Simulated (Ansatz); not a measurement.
Runs of Ansatz 0.2.0 on CsLiCr2Te2S3. Symmetry: R32, No. 155, trigonal system. Conventional cell: a = 6.639 Å, b = 6.639 Å, c = 20.639 Å, α = 90.00°, β = 90.00°, γ = 120.00°. Around Cs (site symmetry 32) lie 6 Te at 3.84 Å and 6 S at 4.04 Å and 2 Cr at 4.16 Å. Around Li (site symmetry 32) lie 3 S at 2.41 Å. Cr (site symmetry 3) is surrounded by 3 S at 2.24 Å and 1 Te at 2.45 Å. Around Te (site symmetry 3) lie 1 Cr at 2.45 Å. S (site symmetry 2) is surrounded by 2 Cr at 2.24 Å and 1 Li at 2.41 Å. The cell was built by a generator and needn't be a form met in nature.

| potentials or basis | cutoff (eV) | gap on the mesh (eV) | pressure (GPa) | moment (μB) | largest force (eV/Å) |
| --- | --- | --- | --- | --- | --- |
| JTH PAW | 1230 | none | 0.1 | 4.00 | 0.08 |
| Ansatz NC with PseudoDojo standard (PBE files) | 1279 | none | 0.0 | 4.00 | 0.01 |
| Ansatz PAW earlier set | 1070 | none | 0.0 | 4.00 | 0.01 |
| PseudoDojo standard (PBE files) | 1279 | none | (b) | 4.00 | 0.10 |
| SPMS NC | 871 | none | (a) | 4.00 | 0.13 |

Alike in all rows: task single point; level PBE; spin collinear, ferromagnetic start; cell as given; k mesh 5 × 5 × 5; smearing fermi-dirac 0.05 eV.

Task: Estimate the missing entries.

Result: (a) 0.3; (b) 0.2.

Caveats: only a ferromagnetic start was run, and an antiferromagnetic order may lie lower in energy.

A k mesh can miss the band edges, and the runs leave out spin-orbit coupling on Cs, Te.

A gap of «none» marks a metal or a gap under the smearing width.

Not every run made on this cell is shown here.
